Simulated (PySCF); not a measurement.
**SnH2O2 (SMILES [OH][Sn][OH]) at 6 levels**

Aim: a comparison of 6 runs (HF/def2-SVP, HF/def2-TZVP, PBE0/def2-SVP, PBE/def2-SVPD, CCSD/def2-SVPD, CCSD/def2-TZVP) of SnH2O2. Input form: a Python script.

Program for the calculation: PySCF 2.14.0.

## 1. The system as given

The species is SnH2O2 (5 atoms), meant as a singlet with charge 0. SMILES: `[OH][Sn][OH]`. Geometry: relaxed at PBE0-D4/def2-TZVP. This is one conformer, not always the lowest.

Bond lengths: O1–Sn2 1.987 Å, Sn2–O3 1.966 Å, O1–H4 0.960 Å, O3–H5 0.964 Å. Angles: O1–Sn2–O3 91.9°, Sn2–O1–H4 116.9°, Sn2–O3–H5 111.9°.

## 2. Energy and forces at HF/def2-SVP (core potential) (run 1)

calc.py

```python
from pyscf import gto, scf

molecule = gto.M(
    atom='''
O       -0.984300       0.177800      -0.613800
Sn      -0.153700      -0.943900       0.800900
O        1.561800       0.002900       0.636100
H       -1.901200      -0.005600      -0.831400
H        1.527200       0.695100      -0.033300
''',
    verbose=4,
    max_memory=1860,
    ecp={'Sn': 'def2-svp'},
    basis='def2-svp',
)

mf = scf.RHF(molecule)
mf.conv_tol = 1e-10
mf.kernel()
if not mf.converged:
    mf = mf.newton().run(mf.mo_coeff, mf.mo_occ)

energy = mf.e_tot
print(f'total energy: {energy:.8f} hartree')
grad = mf.nuc_grad_method().kernel()
mf.analyze()
```

On the command line:

```console
$ OMP_NUM_THREADS=1 python calc.py
```

Output:

```text
PySCF version 2.14.0

[... 85 lines left out ...]
MO #1   energy= -20.5229685966594  occ= 2
[... 8 lines left out ...]
MO #10  energy= -1.32797154595059  occ= 2
[... 8 lines left out ...]
MO #19  energy= -0.459317889271887 occ= 2
[... 8 lines left out ...]
MO #28  energy= 0.433175706728464  occ= 0
[... 8 lines left out ...]
MO #37  energy= 1.27369189401818   occ= 0
[... 8 lines left out ...]
MO #46  energy= 1.74383227738339   occ= 0
[... 8 lines left out ...]
MO #55  energy= 3.36107155478813   occ= 0
[... 8 lines left out ...]
MO #64  energy= 52.4419317708006   occ= 0
[... 72 lines left out ...]
Dipole moment(X, Y, Z, Debye): -2.43398, -1.33978,  0.22970
```

It took 5.1 s on 1 thread of Intel Xeon at 2.70GHz, shared host; peak memory 0.14 GiB.

## 3. Energy and forces at HF/def2-TZVP (core potential) (run 2)

job.py

```python
from pyscf import gto, scf

mol = gto.M(
    atom='''
O       -0.984300       0.177800      -0.613800
Sn      -0.153700      -0.943900       0.800900
O        1.561800       0.002900       0.636100
H       -1.901200      -0.005600      -0.831400
H        1.527200       0.695100      -0.033300
''',
    max_memory=1860,
    verbose=4,
    ecp={'Sn': 'def2-svp'},
    basis='def2-tzvp',
)

mf = scf.RHF(mol)
mf.conv_tol = 1e-10
mf.kernel()
if not mf.converged:
    mf = mf.newton().run(mf.mo_coeff, mf.mo_occ)

etot = mf.e_tot
print('E = %.10f Eh' % etot)
grad = mf.nuc_grad_method().kernel()
mf.analyze()
```

On the command line:

```console
$ OMP_NUM_THREADS=1 python job.py
```

Output:

```text
PySCF version 2.14.0

[... 79 lines left out ...]
One-electron Energy =                 -838.866011401621904
[... 17 lines left out ...]
MO #13  energy= -1.23915548816728  occ= 2
[... 15 lines left out ...]
MO #29  energy= 0.337860137137826  occ= 0
[... 15 lines left out ...]
MO #45  energy= 0.886022790377338  occ= 0
[... 15 lines left out ...]
MO #61  energy= 1.59571908312724   occ= 0
[... 15 lines left out ...]
MO #77  energy= 2.65921274818375   occ= 0
[... 15 lines left out ...]
MO #93  energy= 4.19845143454521   occ= 0
[... 15 lines left out ...]
MO #109 energy= 6.88832164945361   occ= 0
[... 16 lines left out ...]
WARN: Weak orthogonality for localized orbitals 2.238169741021909e-09
[... 133 lines left out ...]
Dipole moment(X, Y, Z, Debye): -2.42156, -1.41784,  0.30884
```

Wall time 32 s (1 thread of Intel Xeon at 2.70GHz, shared host); peak memory 0.35 GiB.

Run 3 isn't shown in full; the table further down has it.

## 4. Energy and gradient at PBE/def2-SVPD (core potential) (run 4)

calc.py

```python
from pyscf import gto, dft

mol = gto.Mole()
mol.atom = '''
O   -0.984300   0.177800  -0.613800
Sn  -0.153700  -0.943900   0.800900
O    1.561800   0.002900   0.636100
H   -1.901200  -0.005600  -0.831400
H    1.527200   0.695100  -0.033300
'''
mol.spin = 0
mol.verbose = 4
mol.max_memory = 1860
mol.charge = 0
mol.basis = 'def2-svpd'
mol.ecp = {'Sn': 'def2-svp'}
mol.build()

mf = dft.RKS(mol)
mf.xc = 'pbe'
mf.conv_tol = 1e-10
mf.grids.level = 5
mf.kernel()
if not mf.converged:
    mf = mf.newton().run(mf.mo_coeff, mf.mo_occ)

energy = mf.e_tot
print(f'total energy: {energy:.8f} hartree')
grad = mf.nuc_grad_method().kernel()
dip = mf.dip_moment()
pop, q = mf.mulliken_pop()
```

On the command line:

```console
$ OMP_NUM_THREADS=1 python calc.py
```

Output:

```text
PySCF version 2.14.0

[... 82 lines left out ...]
converged SCF energy = -365.745999941782
total energy: -365.74599994 hartree
[... 12 lines left out ...]
Dipole moment(X, Y, Z, Debye): -2.12470, -1.18468,  0.21485
[... 100 lines left out ...]
charge of    4H =      0.18344
```

It took 29 s on 1 thread of Intel Xeon at 2.70GHz, shared host; peak memory 0.92 GiB.

Run 5 isn't shown in full; the table further down has it.

## 5. The energy at CCSD/def2-TZVP (core potential) (run 6)

input.py

```python
# [OH][Sn][OH]
from pyscf import gto, scf, cc

system = gto.M(
    atom='''
O     -1.860057     0.335993    -1.159914
Sn    -0.290451    -1.783712     1.513482
O      2.951374     0.005480     1.202055
H     -3.592747    -0.010582    -1.571118
H      2.885990     1.313549    -0.062928
''',
    basis='def2-tzvp',
    verbose=4,
    unit='bohr',
    ecp={'Sn': 'def2-svp'},
    spin=0,
    max_memory=1860,
)

calc0 = scf.RHF(system)
calc0.conv_tol = 1e-10
calc0.kernel()
if not calc0.converged:
    calc0 = calc0.newton().run(calc0.mo_coeff, calc0.mo_occ)

mycc = cc.CCSD(calc0, frozen=6)
mycc.kernel()
e_final = mycc.e_tot
print(f'total energy: {e_final:.8f} hartree')
calc0.analyze()
```

On the command line:

```console
$ OMP_NUM_THREADS=1 python input.py
```

Output:

```text
PySCF version 2.14.0

[... 97 lines left out ...]
One-electron Energy =                 -838.866032259983172
[... 17 lines left out ...]
MO #13  energy= -1.23915543501554  occ= 2
[... 15 lines left out ...]
MO #29  energy= 0.337860163084349  occ= 0
[... 15 lines left out ...]
MO #45  energy= 0.886022823133059  occ= 0
[... 15 lines left out ...]
MO #61  energy= 1.5957190808645    occ= 0
[... 15 lines left out ...]
MO #77  energy= 2.65921277106772   occ= 0
[... 15 lines left out ...]
MO #93  energy= 4.19845139283144   occ= 0
[... 15 lines left out ...]
MO #109 energy= 6.88832161695245   occ= 0
[... 16 lines left out ...]
WARN: Weak orthogonality for localized orbitals 1.4927054146116005e-09
[... 133 lines left out ...]
Dipole moment(X, Y, Z, Debye): -2.42156, -1.41784,  0.30884
```

Wall time 94 s (1 thread of Intel Xeon at 2.70GHz, shared host); peak memory 1.7 GiB.

## 6. The series

| run | level | integration grid | task | energy (Eh) | dipole moment (D) of the reference | HOMO energy (eV) | LUMO energy (eV) | wall time |
| --- | --- | --- | --- | --- | --- | --- | --- | --- |
| 1 | HF/def2-SVP (core potential) | – | gradient | -364.151556 | 2.79 | -9.86 | 0.88 | 5.1 s |
| 2 | HF/def2-TZVP (core potential) | – | gradient | -364.362956 | 2.82 | -9.99 | 0.60 | 32 s |
| 3 | PBE0/def2-SVP (core potential) | 5 | gradient | -365.713881 | 2.41 | -7.27 | -1.73 | 17 s |
| 4 | PBE/def2-SVPD (core potential) | 5 | gradient | -365.746000 | 2.44 | -6.47 | -2.72 | 29 s |
| 5 | CCSD/def2-SVPD (core potential) | – | energy | -364.700066 | 2.83 | -10.06 | 0.62 | 32 s |
| 6 | CCSD/def2-TZVP (core potential) | – | energy | -365.148743 | 2.82 | -9.99 | 0.60 | 94 s |

## 7. Outcome

```
                                          quantity          value
                               run 6: total energy  -365.14874 Eh
       run 6: dipole moment (Hartree–Fock density)         2.82 D
        run 6: HOMO energy (Hartree–Fock orbitals)       -9.99 eV
        run 6: LUMO energy (Hartree–Fock orbitals)        0.60 eV
      run 6: HOMO–LUMO gap (Hartree–Fock orbitals)       10.58 eV
run 6: correlation energy (6 core orbitals frozen)     -785.8 mEh
                              run 6: T1 diagnostic          0.018
```

Over runs 1, 2, 3, 4 the dipole moment (its size) runs from 2.41 D (PBE0/def2-SVP) to 2.82 D (HF/def2-TZVP). The two ends differ in method and basis. Over runs 1, 2, 3, 4 the HOMO–LUMO gap runs from 3.75 eV (PBE/def2-SVPD) to 10.74 eV (HF/def2-SVP). Totals of different functionals can't be ranked against each other. All runs together took 3.5 min, the longest 94 s.
